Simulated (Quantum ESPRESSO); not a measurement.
## Hg2S: zone-centre phonons under several settings

```xyz
3
Lattice="0.0000 3.4531 3.4531 3.4531 0.0000 3.4531 3.4531 3.4531 0.0000" Properties=species:S:1:pos:R:3 pbc="T T T"
Hg    5.1796    5.1796    5.1796
Hg    1.7265    1.7265    1.7265
S     0.0000    0.0000    0.0000
```

The cell was built by a generator and needn't be a form met in nature.

All runs used Quantum ESPRESSO 7.5; potentials PseudoDojo 0.4.1 SR PBEsol standard; given cell; no spin polarisation; cutoff 898 eV; occupations fermi-dirac, width 0.05 eV.

```tsv
level	k mesh (s: shifted)	pressure (GPa)	lowest optical mode without the field (cm⁻¹)	highest optical mode without the field (cm⁻¹)
PBEsol	4 × 4 × 4	?	?	?
PBEsol	6 × 6 × 6	-4.9	34i	66
```

Problem. What stands in the row left open?

Solution. Pressure -5.7 GPa; lowest optical mode without the field 39 cm⁻¹; highest optical mode without the field 76 cm⁻¹.

Values marked i are imaginary: the cell is unstable against those modes at that level, or the meshes are too thin.

Caveats: some runs use coarse meshes; the mesh is thin for the phonons of a metal; the cell is more than 3 GPa from zero pressure, which shifts response properties; some modes are imaginary (some runs).

For the row left open. Caveat: the k mesh is coarse (spacing up to 0.39 Å⁻¹), so the values aren't converged; the mesh is thin for the phonons of a metal; the cell is more than 3 GPa from zero pressure, which shifts response properties.
